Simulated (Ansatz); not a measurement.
# SrTiO3: the cost of one run

All numbers below are computed with Ansatz 0.2.0 (DFT PBEsol, scalar-relativistic, plane waves, PAW).

4 further runs of the same task are left out: 4 set aside as unsound or not needed.

### Step 1. The starting structure

The cell holds 34 atoms (O20Sr7Ti7): a = 6.740 Å, b = 8.701 Å, c = 8.701 Å, α = 113.58°, β = 104.96°, γ = 104.96°.

The coordinates of this cell stand in the input of its own run.

The host was relaxed before at PBEsol: a = 3.891 Å, b = 3.891 Å, c = 3.891 Å, α = 90.00°, β = 90.00°, γ = 90.00° (conventional cell), 11.783 Å³/atom.

Places, in fractions of the supercell: a vacancy on O at (0.214, 0.357, 0.286). Its neighbours start displaced at random by about 0.03 Å.

### Step 2. Band edges of the host over the zone

input.yaml reads:

```yaml
crystal:
  lattice:
    - [3.8911418854, 0.0, 0.0]
    - [0.0, 3.8911418854, 0.0]
    - [0.0, 0.0, 3.8911418854]
  atoms:
    - { symbol: Sr, position: [0.0, 0.0, 0.0] }
    - { symbol: Ti, position: [0.5, 0.5, 0.5] }
    - { symbol: O, position: [0.5, 0.0, 0.5] }
    - { symbol: O, position: [0.5, 0.5, 0.0] }
    - { symbol: O, position: [0.0, 0.5, 0.5] }
basis:
  ecutwfc: 420
  xc_grid: 2
kpoints:
  mp_grid: { grid: [6, 6, 6] }
  band_path: { path: [VBM, CBM], npoints: 2 }
hamiltonian:
  xc: pbesol
scf:
  occupations: { method: gaussian, width: 0.02 }
output:
  forces: true
  stress: true
  eigenvalues: true
```

On the command line:

```
ansatz run input.yaml --threads 8 --pin off --max-ram 16384MiB --backend cpu --events-out ev --progress --plain --runs-dir out
```

What time and memory should one allow on 8 threads of Arm Neoverse V1, shared host?

About 1.3 s, with a peak of 0.38 GiB.
